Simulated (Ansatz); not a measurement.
Born–Oppenheimer molecular dynamics of a periodic cell of 17 atoms, Mg8HO8 (host MgO, host structure Fm-3m, interstitial H), cell charge +1. It goes on from the last frame of an earlier run, with new velocities.

Method: DFT PBEsol, scalar-relativistic, plane waves, PAW in Ansatz 0.2.0. Settings: accuracy low, cutoff 420 eV, k mesh 2x2x2, fermi-dirac smearing 0.02 eV, no spin polarisation.

```json
{
  "ensemble": "NVT, Nosé–Hoover chain",
  "time step": "0.5 fs",
  "steps asked": "300",
  "set temperature": "1680 K",
  "thermostat": "time constant 50 fs, chain length 3",
  "seed": "417202"
}
```

First frame:

```xyz
17
Lattice="0.0000 3.9830 3.9830 3.9830 0.0000 3.9830 3.9830 3.9830 0.0000" Properties=species:S:1:pos:R:3
Mg -0.018 -0.397 0.139
O 1.891 1.925 1.932
Mg 2.175 1.867 -0.133
O 3.898 3.809 1.970
Mg 1.897 -0.083 1.942
O 3.909 1.896 4.064
Mg 3.900 1.825 1.946
O 5.818 3.840 3.982
Mg -0.065 1.688 2.008
O 1.929 3.888 3.856
Mg 1.654 3.819 1.902
O 3.978 5.697 3.849
Mg 1.997 1.833 3.921
O 3.895 3.858 6.108
Mg 3.860 3.797 3.937
O 5.920 5.924 5.877
H 4.608 5.175 7.912
```

What does the run give?

All steps were run.

- steps done: 300
- time covered: 150 fs
- mean temperature over the second half: 1821 K
- spread of the potential energy over the second half: 31.6 meV per atom
- mean potential energy of the second half above the start: 103.7 meV per atom

The conserved energy stayed within 0.31 meV per atom of its start (net change 0.059 meV per atom), so the integration is sound. A run of 0.15 ps of so small a system gives no equilibrium averages. Limits of this set-up: coarse k mesh, low accuracy level, charged cell in a uniform background, uncorrected.

What happens to the structure?

Mean squared displacements from the first frame to the last, about the centre of mass: Mg 0.03 Å², O 0.03 Å², H 1.99 Å². The details hang on the random start.

How do temperature and energy run in time?


| time (fs) | T (K) | potential energy less start (eV) | conserved less start (meV/atom) |
| --- | --- | --- | --- |
| 0.0 | 1680 | 0.000 | 0.00 |
| 5.0 | 1615 | 0.135 | -0.02 |
| 10.0 | 1226 | 0.943 | 0.04 |
| 15.0 | 926 | 1.578 | 0.04 |
| 20.0 | 941 | 1.575 | 0.04 |
| 25.0 | 1221 | 1.052 | 0.06 |
| 30.0 | 1537 | 0.491 | 0.05 |
| 35.0 | 1578 | 0.524 | 0.05 |
| 40.0 | 1460 | 0.887 | 0.08 |
| 45.0 | 1617 | 0.694 | 0.07 |
| 50.0 | 1836 | 0.398 | 0.05 |
| 55.0 | 1862 | 0.506 | 0.03 |
| 60.0 | 1622 | 1.153 | 0.05 |
| 65.0 | 1277 | 1.989 | 0.09 |
| 70.0 | 1189 | 2.284 | 0.03 |
| 75.0 | 1231 | 2.318 | 0.06 |
| 80.0 | 1381 | 2.148 | 0.16 |
| 85.0 | 1780 | 1.487 | 0.10 |
| 90.0 | 1986 | 1.229 | 0.10 |
| 95.0 | 1854 | 1.635 | 0.13 |
| 100.0 | 1816 | 1.810 | 0.17 |
| 105.0 | 2120 | 1.259 | 0.17 |
| 110.0 | 2367 | 0.795 | 0.08 |
| 115.0 | 2140 | 1.271 | 0.05 |
| 120.0 | 1595 | 2.384 | 0.03 |
| 125.0 | 1373 | 2.839 | 0.10 |
| 130.0 | 1564 | 2.451 | 0.20 |
| 135.0 | 1846 | 1.872 | 0.09 |
| 140.0 | 1931 | 1.697 | 0.05 |
| 145.0 | 1913 | 1.725 | -0.04 |
| 150.0 | 2029 | 1.467 | 0.06 |

Time of the run: 4.2 min on 1 thread of AMD EPYC 9R45 96-Core Processor (Zen 5) (shared host), peak memory 0.52 GiB.
